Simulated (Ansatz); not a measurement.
# EuN: the cost of one run

Computed with Ansatz 0.2.0 (DFT LDA+U (U_eff = 8 eV on Eu f), plane waves, PAW, no spin–orbit coupling unless a run says so, unless a step's input says otherwise).

**1. The system as given**

Symmetry: R-3m, No. 166, trigonal system. Conventional cell: a = 2.563 Å, b = 2.563 Å, c = 12.266 Å, α = 90.00°, β = 90.00°, γ = 120.00°. Eu (site symmetry -3m) is surrounded by 6 N at 2.52 Å and 6 Eu at 2.56 Å. N (site symmetry -3m) has 6 Eu at 2.52 Å and 6 N at 2.56 Å in its first shell of neighbours.

Coordinates:

```cif
data_structure
_symmetry_space_group_name_H-M 'P 1'
_symmetry_Int_Tables_number 1
_cell_length_a 4.3481
_cell_length_b 4.3481
_cell_length_c 4.3481
_cell_angle_alpha 34.281
_cell_angle_beta 34.281
_cell_angle_gamma 34.281
_cell_volume 23.26
loop_
_atom_site_label
_atom_site_type_symbol
_atom_site_fract_x
_atom_site_fract_y
_atom_site_fract_z
_atom_site_occupancy
Eu1 Eu 0.50000 0.50000 0.50000 1
N1 N 0.00000 0.00000 0.00000 1
```

Magnetic order typed: ferromagnetic.

**2. From atoms, symmetry kept, no search**

The input, input.yaml:

```yaml
crystal:
  lattice:
    - [1.28143613, 0.73983749, 4.08858641]
    - [-1.28143613, 0.73983749, 4.08858641]
    - [0.0, -1.47967499, 4.08858641]
  atoms:
    - { symbol: Eu, position: [0.5, 0.5, 0.5], spin: 6.0 }
    - { symbol: "N", position: [0.0, 0.0, 0.0] }
basis:
  ecutwfc: 420
  ecutrho_ratio: 4
kpoints:
  mp_grid: { grid: [8, 8, 8] }
hamiltonian:
  xc: lda
  hubbard: { sites: [{ site: 0, l: f, u_eff: 8.0 }] }
scf:
  occupations: { method: gaussian, width: 0.05 }
  lower_state_search: "off"
  max_iter: 150
output:
  forces: true
  stress: true
  eigenvalues: true
  populations: true
  hubbard: { sites: [{ site: 0, l: f }] }
magnetization:
  spin_polarized: true
```

Launch:

```bash
ansatz run input.yaml --threads 2 --pin off --max-ram 3072MiB --backend cpu --events-out ev --progress --plain --runs-dir out
```

**Question.** How long does this run take on 2 threads of Arm Neoverse V2, shared host, and how much memory does it need?

About 5 s, with a peak of 0.34 GiB.
